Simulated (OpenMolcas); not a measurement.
**HF/def2-SVPD (core potential) run of MoH2O4 (molybdic acid)**

Aim: the vertical singlet–triplet gap of MoH2O4 (molybdic acid) at HF/def2-SVPD (core potential), from 2 runs. 

The results are computed with OpenMolcas 26.06.

## (1) Starting point

MoH2O4 has 7 atoms, charge 0, and is taken as a singlet. As SMILES, `[O]=[Mo](=[O])([OH])[OH]`. The shape comes from GFN2-xTB, which is rough for such elements, and wasn't checked as a minimum. This is one conformer, not always the lowest.

Bond lengths: O1–Mo2 1.643 Å, Mo2–O3 1.643 Å, Mo2–O4 1.761 Å, Mo2–O5 1.761 Å, O4–H6 0.963 Å, O5–H7 0.963 Å. Angles: O1–Mo2–O3 110.0°, O1–Mo2–O4 108.9°, O1–Mo2–O5 108.8°, O3–Mo2–O4 108.8°, O3–Mo2–O5 108.9°, O4–Mo2–O5 111.5°, Mo2–O4–H6 167.7°, Mo2–O5–H7 167.8°.

## (2) A single-point energy at HF/def2-SVPD (core potential)

Contents of struct.xyz:

```xyz
7

O     -0.178920    -1.889350    -0.117030
Mo     0.102940    -0.308820     0.233160
O      0.867970    -0.183030     1.682010
O     -1.439200     0.536830     0.329310
O      1.136310     0.375710    -1.018220
H     -2.321150     0.864200     0.533560
H      1.832050     0.604470    -1.642800
```

Contents of job.input:

```
>>> EXPORT MOLCAS_PRINT=2
&GATEWAY
BasLib
$CurrDir
Coord
struct.xyz
Basis
def2-SVPD
Group
NoSym
&SEWARD
&SCF
PrOrbitals
0
```

The basis set def2-SVPD is read from a file made from the Basis Set Exchange's data (not shown).

Started as:

```bash
$ export MOLCAS_MEM=1860
$ pymolcas job.input > job.log
```

The log of the run:

```text
--- Start Module: gateway ---
[...]
--- Stop Module: gateway /rc=_RC_ALL_IS_WELL_ ---
--- Start Module: seward ---
[...]
      Basis functions          142
--- Stop Module: seward /rc=_RC_ALL_IS_WELL_ ---
[...]
--- Start Module: scf ---
[...]
       Convergence after  14 Iterations
[...]
::    Total SCF energy                               -367.9648615539
[...]
      Total spin, S                                     0.0000000000
[...]
      Total electronic charge=   48.000000
      Total            charge=   -0.000000
[...]
      Dipole Moment (debye):
      Origin of the operator (angstrom)=    0.0962   -0.2886    0.2180
                   X= -1.0978E+00               Y=  3.2986E+00               Z= -2.4927E+00           Total=  4.2778E+00
      Quadrupole Moment (debye*angstrom):
[...]
--- Stop Module: scf /rc=_RC_ALL_IS_WELL_ ---
[...]
```

It took 31 s on 1 thread of Arm Neoverse V1, shared host; peak memory 1.1 GiB.

## (3) The triplet, same level

struct.xyz is that of step 2.

Contents of job.inp:

```
&gateway
baslib=$CurrDir
coord=struct.xyz
basis=def2-SVPD
group=NoSym
&seward
&scf
uhf
spin=3
prorbitals=0
```

The basis set def2-SVPD is read from a file made from the Basis Set Exchange's data (not shown).

Started as:

```bash
$ export MOLCAS_MEM=1860
$ pymolcas job.inp > job.log
```

The log of the run:

```text
--- Start Module: gateway ---
[...]
--- Stop Module: gateway /rc=_RC_ALL_IS_WELL_ ---
--- Start Module: seward ---
[...]
      Basis functions          142
--- Stop Module: seward /rc=_RC_ALL_IS_WELL_ ---
[...]
--- Start Module: scf ---
[...]
       Convergence after  23 Iterations
[...]
::    Total SCF energy                               -367.8464561367
[...]
      Total spin, S                                     1.0398539409
[...]
      Total electronic charge=   48.000000
      Total            charge=   -0.000000
[...]
      Dipole Moment (debye):
      Origin of the operator (angstrom)=    0.0962   -0.2886    0.2180
                   X= -5.2443E-01               Y=  1.5769E+00               Z= -1.1913E+00           Total=  2.0447E+00
      Quadrupole Moment (debye*angstrom):
[...]
--- Stop Module: scf /rc=_RC_ALL_IS_WELL_ ---
[...]
```

It took 48 s on 1 thread of Arm Neoverse V1, shared host; peak memory 1.1 GiB.

## (4) Results

At HF/def2-SVPD (core potential):

| quantity | value |
| --- | --- |
| singlet: total energy | -367.96486 Eh |
| singlet: dipole moment | 4.28 D |
| singlet: HOMO energy | -12.85 eV |
| singlet: LUMO energy | 1.29 eV |
| singlet: HOMO–LUMO gap | 14.14 eV |
| triplet: total energy | -367.84646 Eh |
| triplet: dipole moment | 2.04 D |
| triplet: HOMO energy (highest over α and β) | -8.34 eV |
| triplet: LUMO energy (lowest over α and β) | -0.35 eV |
| triplet: ⟨S²⟩ | 2.121 |
| vertical energy of the triplet above the singlet | 3.222 eV |

**Reading.** At this shape the triplet lies 3.22 eV (74 kcal/mol) above the singlet. ⟨S²⟩ (triplet) is 2.12 where a pure triplet has 2.00: the reference is spin-contaminated. Mulliken charges (triplet) run from -0.91 on O4 to +3.32 on Mo2; in a basis this large or diffuse they mean little.
